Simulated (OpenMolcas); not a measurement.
# Pt⁵⁺ among point charges: CASSCF and CASPT2 levels and susceptibility

Aim: the splitting of the states of Pt⁵⁺ in the field of 8 point charges, its lowest levels with spin-orbit coupling and its magnetic susceptibility.

Method: state-averaged CASSCF and CASPT2, spin-orbit coupling by RASSI with atomic mean-field integrals. Code: OpenMolcas 26.06.

## 1. The atom as given

| Item | Value |
| --- | --- |
| Species | Pt⁵⁺ (platinum, Z = 78, 73 electrons) |
| Basis | ANO-RCC-VDZP [7s6p4d2f], 59 functions |
| Scalar Hamiltonian | DKH2, point nucleus |
| Inactive shells | 1s 2s 2p 3s 3p 3d 4s 4p 4d 4f 5s 5p |
| Active space | 5 electrons in 5 orbitals (5d) |
| Some configurations of this space | 5d5 |
| Orbitals | optimised for each spin and parity, averaged over all roots |

Outer shells as boxes (Hund's rule):

5d5
```
5d [↑ ][↑ ][↑ ][↑ ][↑ ]
```

The ion sits among 8 point charges of -1.2 e arranged as a cube (Oh), 1.74 Å from the ion.

The work runs as a chain of OpenMolcas steps in one folder; each step below is one input file. Labels, J, g values, rates, χT and fits are worked out afterwards by a script from the matrices that RASSI stores. The input lists half of the charges; inversion (Group=XYZ) makes the rest.

## 2. One- and two-electron integrals

a.inp

```
&GATEWAY
Coord
1

Pt 0.0 0.0 0.0
Basis=ANO-RCC-VDZP
Group=XYZ
NoMove
AngMom=0.0 0.0 0.0
AMFI
XField
4 Angstrom 0
1.004589 1.004589 1.004589 -1.200000
1.004589 1.004589 -1.004589 -1.200000
1.004589 -1.004589 1.004589 -1.200000
1.004589 -1.004589 -1.004589 -1.200000
&SEWARD
```

Launch:

```console
> OMP_NUM_THREADS=1 MOLCAS_MEM=1689 MOLCAS_PROJECT=a pymolcas a.inp > a.log
```

## 3. Reference wave functions, sextets of even parity, 1 root

a.inp

```
&RASSCF
FileOrb=start.orb
Symmetry=1
Spin=6
nActEl=5 0 0
Inactive=15 19
Ras2=5 0
CIRoot=1 1 1
SDav=1
CIMx=300
Iter=120 100
PrWF=0.3
OrbListing=Nothing
MaxOrb=0
>>> COPY $Project.JobIph JOB001
```

start.orb holds the contracted functions of the basis, ordered by shell, or the orbitals of the step before.

## 4. CASSCF: quartets of even parity, 24 roots

a.inp

```
&RASSCF
FileOrb=start.orb
Symmetry=1
Spin=4
nActEl=5 0 0
Inactive=15 19
Ras2=5 0
CIRoot=24 24 1
SDav=24
CIMx=300
Iter=120 100
PrWF=0.3
OrbListing=Nothing
MaxOrb=0
>>> COPY $Project.JobIph JOB002
```

## 5. CASSCF: doublets of even parity, 75 roots

a.inp

```
&RASSCF
FileOrb=start.orb
Symmetry=1
Spin=2
nActEl=5 0 0
Inactive=15 19
Ras2=5 0
CIRoot=75 75 1
SDav=75
CIMx=300
Iter=120 100
PrWF=0.3
OrbListing=Nothing
MaxOrb=0
>>> COPY $Project.JobIph JOB003
```

## 6. RASSI: spin-orbit coupling between the states

a.inp

```
&RASSI
NrOfJobIphs=3 1 24 75
1
1 2 3 4 5 6 7 8 9 10 11 12 13 14 15 16 17 18 19 20 21 22 23 24
1 2 3 4 5 6 7 8 9 10 11 12 13 14 15 16 17 18 19 20 21 22 23 24 25 26 27
28 29 30 31 32 33 34 35 36 37 38 39 40 41 42 43 44 45 46 47 48 49 50 51
52 53 54 55 56 57 58 59 60 61 62 63 64 65 66 67 68 69 70 71 72 73 74 75
IphNames
JOB001
JOB002
JOB003
EJob
SpinOrbit
DIPRint=1.0
SOCoupling=1000.0
Subsets=2
Property=9
'ANGMOM' 1 'ANGMOM' 2 'ANGMOM' 3 'MLTPL  1' 1 'MLTPL  1' 2 'MLTPL  1' 3
'AMFI' 1 'AMFI' 2 'AMFI' 3
SOProperty=3
'ANGMOM' 1 'ANGMOM' 2 'ANGMOM' 3
```

## 7. CASPT2: IPEA 0.25, imaginary shift 0.1 (closed shells correlated: 5s 5p)

a.inp

```
>>> COPY JOB001 $Project.JobIph
&CASPT2
Multistate=1 1
Frozen=14 16
IPEA=0.25
Imaginary=0.1
MaxIter=60
WThr=0.0 0.3 0.05
PrWF=0.5
NoMix
>>> COPY JOB002 $Project.JobIph
&CASPT2
Multistate=24 1 2 3 4 5 6 7 8 9 10 11 12 13 14 15 16 17 18 19 20 21 22
23 24
NoMult
Frozen=14 16
IPEA=0.25
Imaginary=0.1
MaxIter=60
WThr=0.0 0.3 0.05
PrWF=0.5
NoMix
>>> COPY JOB003 $Project.JobIph
&CASPT2
Multistate=75 1 2 3 4 5 6 7 8 9 10 11 12 13 14 15 16 17 18 19 20 21 22
23 24 25 26 27 28 29 30 31 32 33 34 35 36 37 38 39 40 41 42 43 44 45 46
47 48 49 50 51 52 53 54 55 56 57 58 59 60 61 62 63 64 65 66 67 68 69 70
71 72 73 74 75
NoMult
Frozen=14 16
IPEA=0.25
Imaginary=0.1
MaxIter=60
WThr=0.0 0.3 0.05
PrWF=0.5
NoMix
```

(Steps that only read results are left out.)

Before running it: what results should come out? Wanted: spin-free ground state; lowest level; next level.

The runs gave:

```
                 quantity                                                                        value
                   method  SS-CASPT2, IPEA 0.25, imaginary shift 0.1 (closed shells correlated: 5s 5p)
   spin-free ground state                                              6A1, 1-fold in its orbital part
             lowest level                                                                    4-fold Γ8
               next level                                                                   217.7 cm⁻¹
              χT at 300 K                                                               3.75 cm³ K/mol
effective moment at 300 K                                                                      5.48 μB
```

Cost by method:

```tsv
method	time of its own steps	time with the reference
A. CASSCF	22 s	22 s
B. SS-CASPT2, IPEA 0.25, imaginary shift 0.1, +5s 5p	6.5 s	28 s
```

Times are of one thread on a shared host.

The spin-free ground state (6A1) comes to 100 % from free-ion S terms and keeps the highest spin of the shell. χT at 300 K is 3.75, against 4.39 cm³ K/mol for the spin alone, so spin-orbit coupling lowers it. An active space of the d shell alone favours high spin; real ions in strong fields can be low spin. A ligand-field fit to the states below 45000 cm-1 gives 10Dq = -7736 cm-1, B = 789 cm-1 and C = 3888 cm-1 (C/B = 4.93), with a deviation of 335 cm-1. CASPT2 does not keep the components of a term degenerate, and the means are used. The field of point charges can differ much from that of real complexes. With metal d orbitals alone active, the gaps between spin states are rough; where two lie within a few thousand cm-1, their order is open. Point charges carry no covalency, so the field is a model and not that of real ligands.
